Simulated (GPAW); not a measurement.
Crystal: InSb3.

```
Sb In
1.0
     4.80637    0.00000    0.00000
     0.00000    4.80637    0.00000
     0.00000    0.00000    4.80637
Sb In
3 1
Direct
  0.50000 0.50000 0.00000
  0.00000 0.50000 0.50000
  0.50000 0.00000 0.50000
  0.00000 0.00000 0.00000
```

The cell comes from a database or a generator and needn't be the stable form of this composition.

Base run:

- Program: GPAW 26.7.0
- Functional: PBE
- Potentials or basis: GPAW PAW data sets (gpaw-data 1.2.1)
- Cutoff: 450 eV
- Basis: pw
- k mesh: 5 × 5 × 5
- Occupations: fermi-dirac, width 0.05 eV
- Spin: no spin polarisation

Its results: band gap on the k mesh none (metal or under the smearing width); pressure -1.7 GPa.

Q: The run is repeated on the same cell with these changes: functional from PBE to LDA; potentials or basis from GPAW PAW data sets (gpaw-data 1.2.1) to the program's PAW data sets (release 1.2.1) made for this functional. What comes out?

A: Band gap on the k mesh none (metal or under the smearing width); pressure -5.8 GPa.

Caveats: the cutoff is short for stress and forces, so pressures can be off by a GPa or more.
